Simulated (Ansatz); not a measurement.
# Al: the cost of one run

Program: Ansatz 0.2.0. Level of theory: DFT PBE, scalar-relativistic, plane waves, PAW. These are calculated values, not measurements.

**1. The starting structure**

Symmetry: Fm-3m, No. 225, cubic system. The conventional cell has a = 4.050 Å, b = 4.050 Å, c = 4.050 Å, α = 90.00°, β = 90.00°, γ = 90.00°. Al (site symmetry m-3m) has 12 Al at 2.86 Å in its first shell of neighbours.

As a file:

```
Al
1.0
     0.00000    8.09922    8.09922
     8.09922    0.00000    8.09922
     8.09922    8.09922    0.00000
Al
64
Direct
  0.00000 0.00000 0.00000
  0.00000 0.00000 0.25000
  0.00000 0.00000 0.50000
  0.00000 0.00000 0.75000
  0.00000 0.25000 0.00000
  0.00000 0.25000 0.25000
  0.00000 0.25000 0.50000
  0.00000 0.25000 0.75000
  0.00000 0.50000 0.00000
  0.00000 0.50000 0.25000
  0.00000 0.50000 0.50000
  0.00000 0.50000 0.75000
  0.00000 0.75000 0.00000
  0.00000 0.75000 0.25000
  0.00000 0.75000 0.50000
  0.00000 0.75000 0.75000
  0.25000 0.00000 0.00000
  0.25000 0.00000 0.25000
  0.25000 0.00000 0.50000
  0.25000 0.00000 0.75000
  0.25000 0.25000 0.00000
  0.25000 0.25000 0.25000
  0.25000 0.25000 0.50000
  0.25000 0.25000 0.75000
  0.25000 0.50000 0.00000
  0.25000 0.50000 0.25000
  0.25000 0.50000 0.50000
  0.25000 0.50000 0.75000
  0.25000 0.75000 0.00000
  0.25000 0.75000 0.25000
  0.25000 0.75000 0.50000
  0.25000 0.75000 0.75000
  0.50000 0.00000 0.00000
  0.50000 0.00000 0.25000
  0.50000 0.00000 0.50000
  0.50000 0.00000 0.75000
  0.50000 0.25000 0.00000
  0.50000 0.25000 0.25000
  0.50000 0.25000 0.50000
  0.50000 0.25000 0.75000
  0.50000 0.50000 0.00000
  0.50000 0.50000 0.25000
  0.50000 0.50000 0.50000
  0.50000 0.50000 0.75000
  0.50000 0.75000 0.00000
  0.50000 0.75000 0.25000
  0.50000 0.75000 0.50000
  0.50000 0.75000 0.75000
  0.75000 0.00000 0.00000
  0.75000 0.00000 0.25000
  0.75000 0.00000 0.50000
  0.75000 0.00000 0.75000
  0.75000 0.25000 0.00000
  0.75000 0.25000 0.25000
  0.75000 0.25000 0.50000
  0.75000 0.25000 0.75000
  0.75000 0.50000 0.00000
  0.75000 0.50000 0.25000
  0.75000 0.50000 0.50000
  0.75000 0.50000 0.75000
  0.75000 0.75000 0.00000
  0.75000 0.75000 0.25000
  0.75000 0.75000 0.50000
  0.75000 0.75000 0.75000
```

The runs take a perfect supercell of 64 atoms; the defect goes to fractional position (0.000, 0.000, 0.000).

**2. The perfect supercell**

input.yaml

```yaml
crystal:
  lattice:
    - [0.0, 8.09922, 8.09922]
    - [8.09922, 0.0, 8.09922]
    - [8.09922, 8.09922, 0.0]
  atoms:
    - { symbol: Al, position: [0.0, 0.0, 0.0] }
    - { symbol: Al, position: [0.0, 0.0, 0.25] }
    - { symbol: Al, position: [0.0, 0.0, 0.5] }
    - { symbol: Al, position: [0.0, 0.0, 0.75] }
    - { symbol: Al, position: [0.0, 0.25, 0.0] }
    - { symbol: Al, position: [0.0, 0.25, 0.25] }
    - { symbol: Al, position: [0.0, 0.25, 0.5] }
    - { symbol: Al, position: [0.0, 0.25, 0.75] }
    - { symbol: Al, position: [0.0, 0.5, 0.0] }
    - { symbol: Al, position: [0.0, 0.5, 0.25] }
    - { symbol: Al, position: [0.0, 0.5, 0.5] }
    - { symbol: Al, position: [0.0, 0.5, 0.75] }
    - { symbol: Al, position: [0.0, 0.75, 0.0] }
    - { symbol: Al, position: [0.0, 0.75, 0.25] }
    - { symbol: Al, position: [0.0, 0.75, 0.5] }
    - { symbol: Al, position: [0.0, 0.75, 0.75] }
    - { symbol: Al, position: [0.25, 0.0, 0.0] }
    - { symbol: Al, position: [0.25, 0.0, 0.25] }
    - { symbol: Al, position: [0.25, 0.0, 0.5] }
    - { symbol: Al, position: [0.25, 0.0, 0.75] }
    - { symbol: Al, position: [0.25, 0.25, 0.0] }
    - { symbol: Al, position: [0.25, 0.25, 0.25] }
    - { symbol: Al, position: [0.25, 0.25, 0.5] }
    - { symbol: Al, position: [0.25, 0.25, 0.75] }
    - { symbol: Al, position: [0.25, 0.5, 0.0] }
    - { symbol: Al, position: [0.25, 0.5, 0.25] }
    - { symbol: Al, position: [0.25, 0.5, 0.5] }
    - { symbol: Al, position: [0.25, 0.5, 0.75] }
    - { symbol: Al, position: [0.25, 0.75, 0.0] }
    - { symbol: Al, position: [0.25, 0.75, 0.25] }
    - { symbol: Al, position: [0.25, 0.75, 0.5] }
    - { symbol: Al, position: [0.25, 0.75, 0.75] }
    - { symbol: Al, position: [0.5, 0.0, 0.0] }
    - { symbol: Al, position: [0.5, 0.0, 0.25] }
    - { symbol: Al, position: [0.5, 0.0, 0.5] }
    - { symbol: Al, position: [0.5, 0.0, 0.75] }
    - { symbol: Al, position: [0.5, 0.25, 0.0] }
    - { symbol: Al, position: [0.5, 0.25, 0.25] }
    - { symbol: Al, position: [0.5, 0.25, 0.5] }
    - { symbol: Al, position: [0.5, 0.25, 0.75] }
    - { symbol: Al, position: [0.5, 0.5, 0.0] }
    - { symbol: Al, position: [0.5, 0.5, 0.25] }
    - { symbol: Al, position: [0.5, 0.5, 0.5] }
    - { symbol: Al, position: [0.5, 0.5, 0.75] }
    - { symbol: Al, position: [0.5, 0.75, 0.0] }
    - { symbol: Al, position: [0.5, 0.75, 0.25] }
    - { symbol: Al, position: [0.5, 0.75, 0.5] }
    - { symbol: Al, position: [0.5, 0.75, 0.75] }
    - { symbol: Al, position: [0.75, 0.0, 0.0] }
    - { symbol: Al, position: [0.75, 0.0, 0.25] }
    - { symbol: Al, position: [0.75, 0.0, 0.5] }
    - { symbol: Al, position: [0.75, 0.0, 0.75] }
    - { symbol: Al, position: [0.75, 0.25, 0.0] }
    - { symbol: Al, position: [0.75, 0.25, 0.25] }
    - { symbol: Al, position: [0.75, 0.25, 0.5] }
    - { symbol: Al, position: [0.75, 0.25, 0.75] }
    - { symbol: Al, position: [0.75, 0.5, 0.0] }
    - { symbol: Al, position: [0.75, 0.5, 0.25] }
    - { symbol: Al, position: [0.75, 0.5, 0.5] }
    - { symbol: Al, position: [0.75, 0.5, 0.75] }
    - { symbol: Al, position: [0.75, 0.75, 0.0] }
    - { symbol: Al, position: [0.75, 0.75, 0.25] }
    - { symbol: Al, position: [0.75, 0.75, 0.5] }
    - { symbol: Al, position: [0.75, 0.75, 0.75] }
basis:
  ecutwfc: 420
  fft_grid_basis: typed
kpoints:
  mp_grid: { grid: [1, 1, 1] }
hamiltonian:
  xc: pbe
  pseudopotentials: { kind: paw }
scf:
  occupations: { method: gaussian, width: 0.05 }
output:
  forces: true
  stress: false
  eigenvalues: true
  bader: false
  write_density: true
  volumetric_format: npy
```

Run with:

```
$ ansatz run input.yaml --threads 4 --pin off --max-ram 10240MiB --backend cpu --events-out ev --progress --plain --runs-dir out
```

What time and memory should one allow on 4 threads of AMD EPYC 9R45 (Zen 5), shared host?

About 1.2 s, with a peak of 1 GiB.
